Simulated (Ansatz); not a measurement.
# ClGaHO radical: how energies converge with the basis set

Aim: see how fast density functionals converge with the basis set for ClGaHO radical.

Method: one geometry, several basis sets; program: Ansatz 0.2.0, Gaussian basis.

The runs, in order: PBE0-D4/def2-SVP; ωB97M-V/def2-SVP; PBE0-D4/def2-QZVPP; ωB97M-V/def2-QZVPP; the functionals' def2-TZVPP values are taken from earlier runs.

## (1) The geometry

All runs share one geometry, relaxed beforehand with PBE0-D4 in a triple-zeta def2 set.

4 atoms, charge 0, spin multiplicity 2.

Atoms are counted from 1 here; the program's logs count them from 0.

Bond lengths: O1–Ga2 1.796 Å, Ga2–Cl3 2.128 Å, Ga2–H4 1.543 Å. Angles: O1–Ga2–Cl3 112.7°, O1–Ga2–H4 122.7°, Cl3–Ga2–H4 124.6°.

## (2) PBE0-D4 in def2-SVP

in.yaml

```yaml
crystal:
  periodic: [false, false, false]
  atoms:
    - {symbol: O, position_ang: [-1.739834, -0.117749, -0.212241]}
    - {symbol: Ga, position_ang: [0.030907, 0.144264, -0.061166]}
    - {symbol: Cl, position_ang: [1.050733, -1.557300, 0.708767]}
    - {symbol: H, position_ang: [0.713694, 1.470485, -0.455661]}
basis:
  gaussian: {orbitals: def2-SVP}
magnetization: {spin_polarized: true, initial_magnetization: 1}
hamiltonian: {xc: pbe0, dispersion: d4}
output: {orbitals: {seedname: orbitals}}
```

On the command line:

```sh
$ ansatz run in.yaml --threads 2 --pin off --events-out ev --progress --plain --max-ram 22528MiB --backend cpu
```

After this run come: ωB97M-V in def2-SVP; PBE0-D4 in def2-QZVPP; ωB97M-V in def2-QZVPP.

Before running them: what should the planned runs give, taken together? Wanted: PBE0-D4: double and triple zeta above quadruple; ωB97M-V: double and triple zeta above quadruple.

The runs gave:

```
                                       quantity           value
PBE0-D4: double and triple zeta above quadruple  15.30, 1.68 eV
ωB97M-V: double and triple zeta above quadruple  15.22, 1.61 eV
```

In words: For PBE0-D4 the step from double to triple zeta gains 13.63 eV and the next only 1.68 eV. Total energies overstate the basis error of differences, where much of it tends to cancel.
